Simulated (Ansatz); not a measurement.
# Co4Ge (R-3m) in Ansatz: a series of runs

One crystal, Co4Ge, is run at these levels: LDA, PBE, PBEsol, RPBE; tasks: band structure.

All numbers are computed with Ansatz 0.2.0; they aren't measurements. Logs are shortened: lines on timing, memory, paths and dates and some standing lists are left out, and cuts for length are marked.

## Step 1: Starting point

It takes space group R-3m (No. 166, trigonal). Conventional cell: a = 2.625 Å, b = 2.625 Å, c = 29.588 Å, α = 90.00°, β = 90.00°, γ = 120.00°. Around Ge (site symmetry -3m) lie 6 Co at 2.51 Å and 6 Ge at 2.62 Å. Co (site symmetry 3m) has 9 Co at 2.45 to 2.62 Å and 3 Ge at 2.51 Å as nearest neighbours. Co (site symmetry 3m) has 12 Co at 2.45 to 2.62 Å as nearest neighbours.

The cell comes from a database or a generator and needn't be the stable form of this composition.

## Step 2: Band structure, LDA, collinear spin, ferromagnetic start

input.yaml reads:

```yaml
crystal:
  lattice:
    - [1.3124950637, 0.7577693783, 9.8626483117]
    - [-1.3124950637, 0.7577693783, 9.8626483117]
    - [0.0, -1.5155387567, 9.8626483117]
  atoms:
    - { symbol: Ge, position: [0.0, 0.0, 0.0] }
    - { symbol: Co, position: [0.59884, 0.59884, 0.59884], spin: 2.0 }
    - { symbol: Co, position: [0.20032, 0.20032, 0.20032], spin: 2.0 }
    - { symbol: Co, position: [0.79968, 0.79968, 0.79968], spin: 2.0 }
    - { symbol: Co, position: [0.40116, 0.40116, 0.40116], spin: 2.0 }
hamiltonian:
  xc: lda
  pseudopotentials: { kind: paw }
magnetization:
  spin_polarized: true
kpoints:
  mp_grid: { grid: [12, 12, 12] }
  band_path:
    path:
      - [[0.0, 0.0, 0.0], [0.5, 0.0, 0.0], [0.5, 0.1706021289, -0.1706021289]]
      - [[0.8293978711, 0.5, 0.1706021289], [0.5, 0.5, 0.5], [0.0, 0.0, 0.0], [0.3353010645, 0.0, -0.3353010645]]
      - [[0.6646989355, 0.3353010645, 0.0], [0.5, 0.5, 0.0], [0.6646989355, 0.6646989355, 0.1706021289], [0.5, 0.5, 0.5]]
      - [[0.5, 0.0, 0.0], [0.8293978711, 0.3353010645, 0.3353010645]]
    npoints: 14
scf:
  occupations: { method: fermi_dirac, width: 0.05 }
  n_extra_bands: 12
output:
  forces: true
  stress: true
  eigenvalues: true
  fatbands: true
```

Potentials or basis: Ansatz PAW.

On the command line:

```sh
ansatz run input.yaml --threads 2 --pin off --max-ram 5632MiB --backend cpu --events-out ev --progress --plain --runs-dir out
```

Log:

```text
Warning: the band count 53 (scf.n_extra_bands) hosts the net moment |M| = 8.0000 μB (N_el = 82) but caps the reachable moment at 2·n_bands − N_el = 24.0000 μB, below the 54 bands that the automatic rule leaves for it — a moment growing past the seed, or the majority channel's smearing tail, pins there with fewer empty majority states than that count leaves; raise or omit scf.n_extra_bands unless the cap is intended
Warning: RAYON_NUM_THREADS=2 ignored (pool sized by the plan → 2); use --threads N
basis.fft_grid_basis auto: the FFT boxes are laid along the combinations [[1, 0, -1], [0, 1, -1], [0, 0, 1]] of the cell's own vectors, 2.625, 2.625 and 9.978 Å long. The dense box has 18×18×72 points. Along the cell's own vectors, as sized, it would have 72×72×72, 16.00 times as many. Of the 12 symmetry operations that the crystal satisfies within crystal.symmetry.tolerance (time reversal apart; of a slab, those that keep its plane) the dense box along the cell's own vectors carries 12, and the one as laid loses 8 of those. basis.fft_grid_basis: typed keeps the cell's own vectors: state it where this run's energies or levels are differenced outside the engine with another run's, or held beside a run that keeps those vectors.
scf.n_extra_bands = 12 over 41 filled bands (N_el = 82.0): the run solves 53 bands
Engine: ansatz 0.2.0, aarch64-unknown-linux-gnu
Pseudopotentials: kind: paw
Pseudopotential: Ge, paw, valence charge 14, recommended cutoff 420 eV (normal), Ge.paw.azcp
Pseudopotential: Co, paw, valence charge 17, recommended cutoff 420 eV (normal), Co.paw.azcp
Functional definition: SPW92
  exchange = slater_x
  correlation = pw_c
Crystal: 5 atoms, lattice volume = 58.854 Å³
Basis set: ecut = 420 eV, 1179 PW (Γ), FFT grids on a1−a3, a2−a3, a3
Bands: 53, of which v1, the nominal top of the filled ones, is band 41 counted from 1 (40 counted from 0)
Symmetry: 12 space group operations
Space group: R-3m (ITA 166), of the structure as read, at distance tolerance 3.9e-5 Å
Magnetic group: BNS 166.97 (UNI 1327), of the structure as read, at distance tolerance 3.9e-5 Å
k-points: 189 of 1728
Non-local potential: Ge, projectors of the file, l = 0: 2, l = 1: 2, l = 2: 3, l = 3: 1
Non-local potential: Co, projectors of the file, l = 0: 3, l = 1: 2, l = 2: 3, l = 3: 1
PAW form: soft (Blöchl's): semilocal exchange-correlation on the pseudo side does not see the compensation charge
PAW frozen core: Ge, regenerated for the run's functional, and the local potential with it (the file was generated under x = pbe(κ = 0.804, μ = 0.2195149727645171), c = pbe(β = 0.06672455060314922))
PAW frozen core: Co, regenerated for the run's functional, and the local potential with it (the file was generated under x = pbe(κ = 0.804, μ = 0.2195149727645171), c = pbe(β = 0.06672455060314922))
PAW one-centre angular grid: Ge, 590 points (default); XC on 64 Gauss nodes
PAW one-centre angular grid: Co, 590 points (default); XC on 64 Gauss nodes
Initial density: superposition of atomic densities (chi_scale 0.1, normalization cell)
Starting moments: Σ|m| = 8 μB on 4 of 5 sites
Initial wavefunctions: pseudopotential atomic-orbital guess
Functional: x = slater, c = lda
SCF iter   1: F=—  HF=-24464.106166 eV  |F-HF|=—  |Δ(HF+E_count)|=         —  Δρ=7.07e-2 (↑7.07e-2 ↓4.95e-2)  dr2=4.23e0  dr2_m=4.82e-1  M=6.329 μB ∫|m|=6.665 μB  β_m=0.30  ethr=3.10e-3  ⟨swp⟩=5.6  Hψ=62710  notcnv=0  defer=65
Mixer restart at iter 1: flushing history
preconditioner: auto → Kerker (q_TF=auto, 2.883 Å⁻¹)  [metal: Δε(μ)=0.000 eV  Ē_g=11.954 eV  σ=0.050 eV  W_gap=0.00  n_scr=20 (ndim 8)  ℏωp=34.2 eV  f_vac=0.000  D(μ)=5.40/eV (n_scr^D=72)]
spin=Collinear: Kerker preconditioning applied to the charge; magnetization (m = ρ↑ − ρ↓) channel mixes plain (no charge-response kernel on spin).
SCF iter   2: F=—  HF=-24463.047569 eV  |F-HF|=—  |Δ(HF+E_count)|=    1.06e0  Δρ=2.50e-2 (↑2.41e-2 ↓2.50e-2)  dr2=1.67e0  dr2_m=2.39e-1  M=6.270 μB ∫|m|=6.642 μB  β_m=0.36  ethr=3.10e-3  ⟨swp⟩=2.2  Hψ=31507  notcnv=0  defer=1011
SCF iter   3: F=—  HF=-24464.226963 eV  |F-HF|=—  |Δ(HF+E_count)|=    1.18e0  Δρ=2.53e-2 (↑1.57e-2 ↓2.53e-2)  dr2=1.75e0  dr2_m=1.76e-1  M=6.071 μB ∫|m|=6.476 μB  β_m=0.36  ethr=2.03e-3  ⟨swp⟩=2.0  Hψ=22956  notcnv=0  defer=1011
SCF iter   4: F=—  HF=-24465.579454 eV  |F-HF|=—  |Δ(HF+E_count)|=    1.35e0  Δρ=1.75e-2 (↑8.44e-3 ↓1.75e-2)  dr2=1.13e0  dr2_m=5.55e-2  M=5.873 μB ∫|m|=6.311 μB  β_m=0.61  ethr=2.03e-3  ⟨swp⟩=2.0  Hψ=24015  notcnv=0  defer=1003
SCF iter   5: F=—  HF=-24465.905085 eV  |F-HF|=—  |Δ(HF+E_count)|=   3.26e-1  Δρ=1.01e-2 (↑5.65e-3 ↓1.01e-2)  dr2=9.10e-2  dr2_m=1.82e-2  M=5.740 μB ∫|m|=6.215 μB  β_m=0.73  ethr=1.38e-3  ⟨swp⟩=2.7  Hψ=30584  notcnv=0  defer=1092
SCF iter   6: F=—  HF=-24465.931641 eV  |F-HF|=—  |Δ(HF+E_count)|=   2.66e-2  Δρ=9.11e-3 (↑3.94e-3 ↓9.11e-3)  dr2=4.99e-2  dr2_m=7.31e-3  M=5.771 μB ∫|m|=6.255 μB  β_m=0.73  ethr=1.11e-4  ⟨swp⟩=2.1  Hψ=32504  notcnv=0  defer=1116
SCF iter   7: F=—  HF=-24465.938926 eV  |F-HF|=—  |Δ(HF+E_count)|=   7.28e-3  Δρ=2.49e-3 (↑1.53e-3 ↓2.49e-3)  dr2=5.02e-3  dr2_m=4.35e-4  M=5.789 μB ∫|m|=6.281 μB  β_m=0.63  ethr=6.09e-5  ⟨swp⟩=2.0  Hψ=29784  notcnv=0  defer=1116
SCF iter   8: F=—  HF=-24465.939736 eV  |F-HF|=—  |Δ(HF+E_count)|=   8.10e-4  Δρ=8.77e-4 (↑4.08e-4 ↓8.77e-4)  dr2=7.35e-4  dr2_m=1.34e-4  M=5.795 μB ∫|m|=6.289 μB  β_m=0.72  ethr=6.12e-6  ⟨swp⟩=2.0  Hψ=31375  notcnv=0  defer=1112
SCF iter   9: F=—  HF=-24465.940895 eV  |F-HF|=—  |Δ(HF+E_count)|=   1.16e-3  Δρ=3.19e-4 (↑3.19e-4 ↓2.66e-4)  dr2=7.76e-5  dr2_m=1.37e-5  M=5.799 μB ∫|m|=6.292 μB  β_m=0.86  ethr=8.97e-7  ⟨swp⟩=2.0  Hψ=29473  notcnv=0  defer=1112
SCF iter  10: F=—  HF=-24465.940930 eV  |F-HF|=—  |Δ(HF+E_count)|=   3.42e-5  Δρ=1.32e-4 (↑1.32e-4 ↓1.24e-4)  dr2=1.00e-5  dr2_m=6.71e-6  M=5.801 μB ∫|m|=6.294 μB  β_m=0.75  ethr=9.46e-8  ⟨swp⟩=2.0  Hψ=29980  notcnv=0  defer=1112
SCF iter  11: F=—  HF=-24465.940941 eV  |F-HF|=—  |Δ(HF+E_count)|=   1.11e-5  Δρ=9.47e-5 (↑3.81e-5 ↓9.47e-5)  dr2=1.02e-5  dr2_m=6.76e-7  M=5.800 μB ∫|m|=6.294 μB  β_m=0.82  ethr=1.22e-8  ⟨swp⟩=2.0  Hψ=32486  notcnv=0  defer=1112
SCF iter  12: F=—  HF=-24465.940944 eV  |F-HF|=—  |Δ(HF+E_count)|=   2.82e-6  Δρ=6.60e-5 (↑1.80e-5 ↓6.60e-5)  dr2=3.94e-6  dr2_m=3.81e-7  M=5.800 μB ∫|m|=6.294 μB  β_m=0.91  ethr=1.22e-8  ⟨swp⟩=2.0  Hψ=26447  notcnv=0  defer=1112
SCF iter  13: F=—  HF=-24465.940944 eV  |F-HF|=—  |Δ(HF+E_count)|=   1.62e-7  Δρ=3.05e-5 (↑1.92e-5 ↓3.05e-5)  dr2=1.99e-6  dr2_m=2.75e-8  M=5.800 μB ∫|m|=6.294 μB  β_m=0.85  ethr=4.81e-9  ⟨swp⟩=2.1  Hψ=24358  notcnv=0  defer=1112
SCF iter  14: F=—  HF=-24465.940944 eV  |F-HF|=—  |Δ(HF+E_count)|=   1.29e-7  Δρ=1.83e-5 (↑7.38e-6 ↓1.83e-5)  dr2=2.12e-7  dr2_m=3.54e-8  M=5.800 μB ∫|m|=6.294 μB  β_m=0.91  ethr=2.42e-9  ⟨swp⟩=2.1  Hψ=24781  notcnv=0  defer=1112
SCF iter  15: F=—  HF=-24465.940944 eV  |F-HF|=—  |Δ(HF+E_count)|=   5.20e-9  Δρ=2.96e-6 (↑2.96e-6 ↓1.21e-6)  dr2=1.46e-8  dr2_m=9.16e-10  M=5.800 μB ∫|m|=6.294 μB  β_m=0.85  ethr=2.59e-10  ⟨swp⟩=2.0  Hψ=29556  notcnv=0  defer=1112
SCF iter  16: F=-24465.940944 eV  HF=-24465.940944 eV  |F-HF|=3.27e-8  |Δ(HF+E_count)|=   1.62e-9  Δρ=5.06e-6 (↑1.89e-6 ↓5.06e-6)  dr2=3.22e-8  dr2_m=1.42e-9  M=5.800 μB ∫|m|=6.294 μB  ethr=1.78e-11  ⟨swp⟩=7.8  Hψ=71788  notcnv=0
SCF 1 converged in 16 iterations: F = -24465.940944 eV  dr2 = 3.22e-8
NSCF: frozen V_eff on 130 k-points
SCF converged after 16 iterations
Magnetization: 5.7999 μB (43.8999 up, 38.1001 down)
Absolute magnetization: 6.2940 μB (∫|ρ↑−ρ↓|, with the PAW one-centre terms)
Spin contamination: 0.0984 ħ² per cell (⟨S²⟩ above its minimum at these occupations)
Per-site moments (μB) at R_I (Å): [(-0.02710380714362235, 1.0373625733797815), (1.280238463735498, 1.0118359971272748), (1.733183134904165, 1.0118359971272748), (1.7331831349041646, 1.0118359971272723), (1.280238463735497, 1.0118359971272723)]
Free energy (F): -24465.940944 eV
Harris-Foulkes:  -24465.940944 eV  (|F-HF|=3.27e-8)
Internal energy: -24465.895820 eV  (E = F + TS)
E sigma→0 (E₀):  -24465.918382 eV
Entropy (-TS):   -0.045124 eV (-9.025 meV/atom)
Fermi energy:    17.149452 eV
--- Per-component energies (eV) ---
  E_band       = -1096.907866
  E_kinetic    = 1926.152372
  E_local      = -13824.303203  (includes V_loc(G=0)·N_el)
  E_nonlocal   = 2264.134867
  E_hartree    = 5847.423211
  E_xc         = -705.048168
  E_vxc        = -882.762733  (∫ρ·V_xc dr)
  E_paw        = -7752.423481  (= ΣΔE_a)
  E_vpaw       = -2274.971768  (= ΣTr[D̂ρ^β])
  E_aug_tail   = 0.000397  (compensation charges beyond the density's cutoff)
  E_ewald      = -12225.413143
  E_core_change = 3.581329  (= ΣΔE_core)
  E_smearing   = -0.045124  (= −TS)
  E_closure    = 0.000000  (closes the sum)
  Σ components = -24465.940944   (vs F -24465.940944, Δ=0.00e0)
--- Forces (eV/Å), atoms counted from 1 ---
  atom   1  Ge    -0.00000000     0.00000000    -0.00000000
  atom   2  Co     0.00000000     0.00000000    -0.04206795
  atom   3  Co    -0.00000000     0.00000000    -0.03247774
  atom   4  Co     0.00000000    -0.00000000     0.03247774
  atom   5  Co     0.00000000    -0.00000000     0.04206795
  max |Σ_I F_I| component: 6.94e-18 eV/Å
--- Stress (GPa, compression-positive) ---
      -14.757645      -0.000000       0.000000
        0.000000     -14.757645       0.000000
        0.000000       0.000000     -15.874147
  P = ⅓ Tr σ = -15.1298 GPa (-151.298 kbar)
--- Band table (eV; the first three rows and the last of 378) ---
  k-point 0 ↑: bands = ["-78.1160", "-78.0905", "-77.6902", "-77.6901", "-41.8272", "-41.7013", "-41.7013", "-41.6904", "-41.6757", "-41.6757", "-41.3299", "-41.3230", "-41.3062", "-41.3062", "-41.3062", "-41.3062", "-7.9710", "-7.9710", "-7.8977", "-7.7127", "-7.7127", "2.8780", "8.9584", "9.1287", "11.9523", "12.2766", "13.6941", "14.4723", "14.4723", "14.4878", "14.4878", "14.8033", "14.8033", "14.8279", "14.8588", "14.8588", "14.9385", "15.6281", "15.6281", "15.6485", "15.6485", "15.8250", "16.0482", "16.0482", "16.3932", "16.3932", "22.3549", "25.1087", "29.2730", "29.2730", "33.2364", "33.4264", "33.9253"]
  k-point 1 ↑: bands = ["-78.1144", "-78.0896", "-77.6890", "-77.6889", "-41.8240", "-41.7175", "-41.7043", "-41.6860", "-41.6831", "-41.6775", "-41.3290", "-41.3238", "-41.3152", "-41.3143", "-41.3085", "-41.3085", "-7.9763", "-7.9537", "-7.8845", "-7.7241", "-7.7151", "3.0744", "9.1509", "9.3588", "12.0917", "12.4326", "13.7004", "14.3907", "14.4075", "14.5311", "14.5608", "14.5725", "14.7195", "14.8416", "14.8752", "14.9360", "15.0277", "15.3256", "15.5319", "15.5379", "15.7213", "15.7616", "16.0434", "16.3596", "16.4090", "16.8860", "22.5934", "25.1931", "27.2918", "28.3993", "32.0499", "33.2212", "33.9374"]
  k-point 2 ↑: bands = ["-78.1098", "-78.0873", "-77.6857", "-77.6856", "-41.8156", "-41.7478", "-41.7122", "-41.7108", "-41.6826", "-41.6798", "-41.3416", "-41.3414", "-41.3251", "-41.3209", "-41.3149", "-41.3148", "-7.9950", "-7.9062", "-7.8451", "-7.7548", "-7.7217", "3.6653", "9.7214", "10.0086", "12.4661", "12.8113", "13.6589", "14.0707", "14.2092", "14.3051", "14.5791", "14.6127", "14.8000", "14.8138", "14.9009", "15.0254", "15.1531", "15.1629", "15.3463", "15.5196", "15.7538", "15.8077", "16.0559", "16.4396", "16.9990", "17.6115", "23.2323", "23.8826", "25.4845", "26.8899", "30.6346", "31.1134", "32.1207"]
  k-point 188 ↓: bands = ["-76.2026", "-76.2021", "-76.0899", "-76.0633", "-40.0477", "-40.0236", "-39.8379", "-39.8167", "-39.8167", "-39.8160", "-39.8160", "-39.7161", "-39.7161", "-39.7074", "-39.6892", "-39.6892", "-7.9742", "-7.9742", "-7.9080", "-7.7216", "-7.7216", "2.8626", "8.5832", "10.5373", "10.9642", "13.3191", "14.4684", "15.9096", "15.9096", "15.9833", "15.9833", "16.1163", "16.1544", "16.1544", "16.2055", "16.2055", "16.3664", "16.8428", "17.0409", "17.0409", "17.2560", "17.2560", "17.4339", "17.4339", "18.0202", "18.0202", "21.5924", "28.7871", "29.0923", "29.2785", "29.2785", "33.9670", "33.9670"]
```

Wall time 1.7 min (2 threads of Arm Neoverse V2, shared host); peak memory 1 GiB.

What came out:

```yaml
Free_energy: -24465.9409 eV
Pressure: -15.1 GPa
Largest_force: 0.042 eV/Å
Band_gap_on_the_k_mesh: none (metal or under the smearing width)
Net_moment: 5.80 μB per cell
Absolute_moment: 6.29 μB per cell
Site_moments: Ge -0.03; Co +1.28, +1.73 μB
```

Forces in eV/Å, atoms in the order of the input:
```
Ge   0.000  0.000  0.000
Co   0.000  0.000 -0.042
Co   0.000  0.000 -0.032
Co   0.000  0.000  0.032
Co   0.000  0.000  0.042
```

Levels at the corners of the path, in eV from the Fermi level:
Spin up:
```
point  band 40  band 41  band 42  band 43  band 44  band 45  band 46  band 47  band 48  band 49
    Γ    -1.50    -1.50    -1.32    -1.10    -1.10    -0.76    -0.76     5.21     7.96    12.12
    L    -0.98    -0.77    -0.61    -0.57     0.21     1.48     1.62     2.49     5.40     5.90
   B1    -0.93    -0.88    -0.43    -0.32    -0.28     2.77     3.98     4.51     4.56     4.77
    B    -0.93    -0.88    -0.43    -0.32    -0.28     2.77     3.98     4.51     4.56     4.77
    Z    -1.51    -1.51    -1.11    -1.11    -0.75    -0.75    -0.63     3.82    11.13    11.49
    Γ    -1.50    -1.50    -1.32    -1.10    -1.10    -0.76    -0.76     5.21     7.96    12.12
    X    -0.94    -0.87    -0.43    -0.32    -0.28     2.78     3.99     4.50     4.53     4.76
    Q    -0.94    -0.87    -0.43    -0.32    -0.28     2.78     3.99     4.50     4.53     4.76
    F    -0.61    -0.60    -0.58    -0.56     0.36     0.42     2.12     2.36     4.94     5.66
   P1    -0.74    -0.61    -0.56    -0.46     0.10     0.84     1.92     2.47     4.97     5.75
    Z    -1.51    -1.51    -1.11    -1.11    -0.75    -0.75    -0.63     3.82    11.13    11.49
    L    -0.98    -0.77    -0.61    -0.57     0.21     1.48     1.62     2.49     5.40     5.90
    P    -0.74    -0.61    -0.56    -0.46     0.10     0.84     1.92     2.47     4.97     5.75
```
Spin down:
```csv
point,band 35,band 36,band 37,band 38,band 39,band 40
Γ,-0.97,-0.97,-0.86,-0.59,-0.10,-0.10
L,-0.82,-0.46,0.05,0.19,0.70,0.76
B1,-0.90,-0.85,-0.17,0.13,0.16,0.59
B,-0.90,-0.85,-0.17,0.13,0.16,0.59
Z,-0.94,-0.94,-0.78,-0.31,-0.11,-0.11
Γ,-0.97,-0.97,-0.86,-0.59,-0.10,-0.10
X,-0.90,-0.84,-0.17,0.13,0.16,0.58
Q,-0.90,-0.84,-0.17,0.13,0.16,0.58
F,-0.83,-0.10,0.46,0.52,0.74,0.76
P1,-0.84,-0.06,0.08,0.67,0.73,0.76
Z,-0.94,-0.94,-0.78,-0.31,-0.11,-0.11
L,-0.82,-0.46,0.05,0.19,0.70,0.76
P,-0.84,-0.06,0.08,0.67,0.73,0.76
```

Caveat: the PAW data sets come from PBE, with cores solved anew for the run's functional, which leaves a small shift of forces and pressure.

(Continued in part 2 of 2.)
